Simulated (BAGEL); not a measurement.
# CH2GaNO (SMILES N#[C][GaH][OH]) at HF/3-21G (density fitting with qzvpp-jkfit)

Aim: the energy change on altering one bond length of CH2GaNO at HF/3-21G (density fitting with qzvpp-jkfit), from 2 runs. 

Program for the calculation: BAGEL 1.2.2.

6 further runs of the same task are left out: 6 that didn't finish.

## (1) The structure to begin with

CH2GaNO has 6 atoms, charge 0, and is taken as a singlet. As SMILES, `N#[C][GaH][OH]`. The shape comes from GFN2-xTB, which is rough for such elements, and wasn't checked as a minimum. This is one conformer, not always the lowest.

Bond lengths: N1–C2 1.146 Å, C2–Ga3 1.985 Å, Ga3–O4 1.690 Å, Ga3–H5 1.540 Å, O4–H6 0.951 Å. Angles: N1–C2–Ga3 177.3°, C2–Ga3–O4 112.1°, C2–Ga3–H5 120.9°, O4–Ga3–H5 127.0°, Ga3–O4–H6 156.5°.

## (2) A single-point energy at HF/3-21G (density fitting with qzvpp-jkfit)

Input file job.json:

```json
{ "bagel": [

{
  "title": "molecule",
  "basis": "3-21g",
  "df_basis": "qzvpp-jkfit",
  "angstrom": "true",
  "geometry": [
    { "atom": "N", "xyz": [       1.518790,      -1.865140,       1.378610 ] },
    { "atom": "C", "xyz": [       0.999460,      -1.077100,       0.727680 ] },
    { "atom": "Ga", "xyz": [       0.178360,       0.295220,      -0.447630 ] },
    { "atom": "O", "xyz": [      -1.410450,       0.651240,       0.004930 ] },
    { "atom": "H", "xyz": [       0.970070,       0.912550,      -1.616000 ] },
    { "atom": "H", "xyz": [      -2.256220,       1.083230,      -0.047590 ] }
  ]
},

{ "title": "hf" },

{ "title": "print", "file": "orbitals.molden", "orbitals": "true" }

]}
```

On the command line:

```sh
$ BAGEL_NUM_THREADS=1 BAGEL job.json > job.out
```

What it wrote:

```text
* using 1 threads per process

  ===============================================================
  ===============================================================

  *** Geometry ***

  { "atom" : "N", "xyz" : [      2.870097,     -3.524604,      2.605195 ] },
  { "atom" : "C", "xyz" : [      1.888706,     -2.035424,      1.375116 ] },
  { "atom" : "Ga", "xyz" : [      0.337052,      0.557885,     -0.845898 ] },
  { "atom" : "O", "xyz" : [     -2.665364,      1.230665,      0.009316 ] },
  { "atom" : "H", "xyz" : [      1.833167,      1.724470,     -3.053797 ] },
  { "atom" : "H", "xyz" : [     -4.263638,      2.047008,     -0.089932 ] },

  Number of auxiliary basis functions:      531

  Since a DF basis is specified, we compute 2- and 3-index integrals:
    o Being stored without compression. Storage requirement is 0.012 GB

  Number of basis functions:       53
  Number of electrons      :       54

    * METHOD: MOLECULE                             0.22

  *** RHF ***

  === Nuclear Repulsion ===
   225.3869946721

      * DIIS with orbital gradients will be used.

  === RHF iteration (3-21g) ===
      0      -2081.09073551          0.03136074           0.05
      1      -2081.19835465          0.02359695           0.05
      2      -2081.29694966          0.00276836           0.05
      3      -2081.29880993          0.00149448           0.05
      4      -2081.29929409          0.00020323           0.05
      5      -2081.29931396          0.00006658           0.05
      6      -2081.29931675          0.00003120           0.05
      7      -2081.29931761          0.00001417           0.05
      8      -2081.29931780          0.00000751           0.05
      9      -2081.29931783          0.00000383           0.05
     10      -2081.29931784          0.00000137           0.05
     11      -2081.29931784          0.00000044           0.05
     12      -2081.29931784          0.00000011           0.05
     13      -2081.29931784          0.00000004           0.05
     14      -2081.29931784          0.00000002           0.05
     15      -2081.29931784          0.00000001           0.05
    * SCF iteration converged.

    * Permanent dipole moment:
           (    0.914391,    -1.357955,     1.113143) a.u.

    * METHOD: HF                                   0.95

    * METHOD: PRINT                                0.01

  ===============================================================
```

It took 1.3 s on 1 thread of Arm Neoverse V1, shared host; peak memory 0.094 GiB.

## (3) The distorted shape at the same level

Input file input.json:

```json
{ "bagel" : [

{
  "title" : "molecule",
  "basis" : "3-21g",
  "df_basis" : "qzvpp-jkfit",
  "angstrom" : true,
  "geometry" : [
    { "atom" : "N", "xyz" : [    1.772517,   -1.994735,    1.394366 ] },
    { "atom" : "C", "xyz" : [    1.253187,   -1.206695,    0.743436 ] },
    { "atom" : "Ga", "xyz" : [    0.432087,    0.165625,   -0.431874 ] },
    { "atom" : "O", "xyz" : [   -1.156723,    0.521645,    0.020686 ] },
    { "atom" : "H", "xyz" : [    1.223797,    0.782955,   -1.600244 ] },
    { "atom" : "H", "xyz" : [   -2.256220,    1.083230,   -0.047590 ] }
  ]
},
{
  "title" : "hf"
},
{
  "title" : "print",
  "file" : "orbitals.molden",
  "orbitals" : true
}

]}
```

On the command line:

```sh
$ BAGEL_NUM_THREADS=1 BAGEL input.json > input.out
```

What it wrote:

```text
* using 1 threads per process

  ===============================================================
  ===============================================================

  *** Geometry ***

  { "atom" : "N", "xyz" : [      3.349572,     -3.769503,      2.634970 ] },
  { "atom" : "C", "xyz" : [      2.368180,     -2.280323,      1.404890 ] },
  { "atom" : "Ga", "xyz" : [      0.816526,      0.312986,     -0.816124 ] },
  { "atom" : "O", "xyz" : [     -2.185890,      0.985766,      0.039091 ] },
  { "atom" : "H", "xyz" : [      2.312641,      1.479571,     -3.024023 ] },
  { "atom" : "H", "xyz" : [     -4.263638,      2.047008,     -0.089932 ] },

  Number of auxiliary basis functions:      531

  Since a DF basis is specified, we compute 2- and 3-index integrals:
    o Being stored without compression. Storage requirement is 0.012 GB

  Number of basis functions:       53
  Number of electrons      :       54

    * METHOD: MOLECULE                             0.23

  *** RHF ***

  === Nuclear Repulsion ===
   223.6491721066

      * DIIS with orbital gradients will be used.

  === RHF iteration (3-21g) ===
      0      -2081.01631982          0.03276233           0.05
      1      -2081.11822146          0.02647028           0.05
      2      -2081.24490224          0.00241037           0.05
      3      -2081.24676680          0.00136075           0.05
      4      -2081.24716551          0.00028771           0.05
      5      -2081.24719794          0.00008370           0.05
      6      -2081.24720227          0.00003458           0.05
      7      -2081.24720333          0.00001439           0.05
      8      -2081.24720352          0.00000714           0.05
      9      -2081.24720356          0.00000410           0.05
     10      -2081.24720357          0.00000106           0.05
     11      -2081.24720357          0.00000046           0.05
     12      -2081.24720357          0.00000022           0.05
     13      -2081.24720357          0.00000008           0.05
     14      -2081.24720357          0.00000003           0.05
     15      -2081.24720357          0.00000001           0.05
     16      -2081.24720357          0.00000001           0.05
    * SCF iteration converged.

    * Permanent dipole moment:
           (    1.054511,    -1.413902,     1.103107) a.u.

    * METHOD: HF                                   0.99

    * METHOD: PRINT                                0.01

  ===============================================================
```

It took 1.4 s on 1 thread of Arm Neoverse V1, shared host; peak memory 0.094 GiB.

## (4) Results

At HF/3-21G (density fitting with qzvpp-jkfit):

| quantity | value |
| --- | --- |
| first shape: total energy | -2081.29932 Eh |
| first shape: dipole moment | 5.03 D |
| first shape: HOMO energy | -12.32 eV |
| first shape: LUMO energy | 1.37 eV |
| first shape: HOMO–LUMO gap | 13.69 eV |
| distorted shape: total energy | -2081.24720 Eh |
| distorted shape: dipole moment | 5.29 D |
| distorted shape: HOMO energy | -12.14 eV |
| distorted shape: LUMO energy | 1.45 eV |
| distorted shape: HOMO–LUMO gap | 13.59 eV |
| energy change with the O4–H6 bond stretched from 0.951 to 1.237 Å | 1.418 eV |

**Reading.** With the O4–H6 bond stretched from 0.951 to 1.237 Å the energy rises by 1.42 eV (137 kJ/mol). The first shape isn't relaxed at this level, so the change isn't measured from a minimum.
